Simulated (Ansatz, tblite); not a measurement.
# [CuMe2]- (C₂H₆Cu−): rung by rung

How do method and basis change the picture of [CuMe2]- (C₂H₆Cu−) (singlet)?

Program: Ansatz 0.2.0, Gaussian basis. Level of theory: as each input shows. These are calculated values, not measurements.

Plan: GFN1-xTB, GFN2-xTB, PBE-D4/def2-TZVPD, r2SCAN-D4/def2-TZVPD, B3LYP-D4/def2-TZVPD, ωB97X-V/def2-TZVPD, LC-ωPBE/def2-TZVPD, ωB97M-V/def2-TZVPD, HF/def2-TZVPD, BLYP-D4/def2-TZVPD, HSE06-D4/def2-TZVPD, PBE-D4/def2-SVPD, PBE0-D4/def2-SVPD, HF/6-31G, B3LYP-D4/6-31G, CCSD(T)/def2-TZVPPD, MP2/def2-TZVPD, RPA/def2-TZVPD.

### 1 The geometry

The singlet was relaxed beforehand with PBE0-D4/def2-TZVPD.

9 atoms, charge -1, spin multiplicity 1.

Bond lengths: Cu1–C2 1.963 Å, Cu1–C6 1.963 Å, C2–H3 1.102 Å, C2–H4 1.102 Å, C2–H5 1.102 Å, C6–H7 1.102 Å, C6–H8 1.102 Å, C6–H9 1.102 Å. Angles: C2–Cu1–C6 180.0°, Cu1–C2–H3 112.4°, Cu1–C2–H4 112.4°, Cu1–C2–H5 112.4°, H3–C2–H4 106.4°, H3–C2–H5 106.4°, H4–C2–H5 106.4°, Cu1–C6–H7 112.4°, Cu1–C6–H8 112.4°, Cu1–C6–H9 112.4°, H7–C6–H8 106.4°, H7–C6–H9 106.4°, H8–C6–H9 106.4°.

Formally the metal is d10. No spin-orbit coupling is included. The ion is computed in the gas phase, without counter-ions or solvent.

PBE0-D4/def2-TZVPD was run before; its log isn't repeated, and its numbers join the tables.

### 2 GFN1-xTB

Tight binding, by tblite at 300 K electronic temperature and without a spin-polarisation term:

```python
tblite.interface.Calculator('GFN1-xTB', numbers, positions, charge=-1, uhf=0).singlepoint()
```

Energy -330.4461 eV, HOMO -5.03 eV, LUMO 1.49 eV; 0.003 s.

### 3 GFN2-xTB

Tight binding, by tblite at 300 K electronic temperature and without a spin-polarisation term:

```python
tblite.interface.Calculator('GFN2-xTB', numbers, positions, charge=-1, uhf=0).singlepoint()
```

Energy -310.0264 eV, HOMO -2.26 eV, LUMO 4.33 eV; 0.002 s.

### 4 PBE-D4/def2-TZVPD

start.molden holds the orbitals of an earlier run on this state, given as this run's starting guess.

File in.yaml:

```yaml
crystal:
  periodic: [false, false, false]
  atoms:
    - {symbol: Cu, position_ang: [-0.000013, 0.000114, -0.000002]}
    - {symbol: C, position_ang: [-0.003536, -0.014356, 1.962933]}
    - {symbol: H, position_ang: [-0.436973, 0.905312, 2.389130]}
    - {symbol: H, position_ang: [1.011200, -0.104168, 2.384301]}
    - {symbol: H, position_ang: [-0.587114, -0.853525, 2.375887]}
    - {symbol: C, position_ang: [0.003545, 0.014378, -1.962955]}
    - {symbol: H, position_ang: [-1.014898, 0.018020, -2.384897]}
    - {symbol: H, position_ang: [0.513385, -0.865507, -2.388565]}
    - {symbol: H, position_ang: [0.514393, 0.899733, -2.375822]}
basis:
  gaussian: {orbitals: def2-TZVPD, initial_orbitals: start.molden}
total_charge: -1
hamiltonian: {xc: pbe, dispersion: d4}
scf: {omitted_lower_state_checks: [starts]}
output: {orbitals: {seedname: orbitals}}
```

Command:

```bash
ansatz run in.yaml --threads 4 --pin off --events-out ev --progress --plain --max-ram 3916MiB
```

After this run come: r2SCAN-D4/def2-TZVPD; B3LYP-D4/def2-TZVPD; ωB97X-V/def2-TZVPD; LC-ωPBE/def2-TZVPD; ωB97M-V/def2-TZVPD; HF/def2-TZVPD; BLYP-D4/def2-TZVPD; HSE06-D4/def2-TZVPD; PBE-D4/def2-SVPD; PBE0-D4/def2-SVPD; HF/6-31G; B3LYP-D4/6-31G; CCSD(T)/def2-TZVPPD; MP2/def2-TZVPD; RPA/def2-TZVPD.

**Question.** What will the summary of the whole plan be? Wanted: gap in def2-TZVPD, named functionals and Hartree-Fock, smallest and largest; correlation energy, CCSD(T)/def2-TZVPPD; correlation energy, MP2/def2-TZVPD; PBE0 total energy, smallest basis above largest.

**Answer**, as computed:

| quantity | value |
| --- | --- |
| gap in def2-TZVPD, named functionals and Hartree-Fock, smallest and largest | 3.04 eV (BLYP-D4), 9.10 eV (HF) |
| correlation energy, CCSD(T)/def2-TZVPPD | -25.72 eV |
| correlation energy, MP2/def2-TZVPD | -23.50 eV |
| PBE0 total energy, smallest basis above largest | 8.67 eV (def2-SVPD, def2-TZVPD) |

Orbital gaps of the named functionals and Hartree-Fock in def2-TZVPD span 3.04 eV (BLYP-D4) to 9.10 eV (HF); exact exchange widens it. PBE-D4, BLYP-D4, r2SCAN-D4 put the HOMO above zero; others here keep it below zero, so the sign hangs on the functional's self-interaction and doesn't show that the species is unbound.
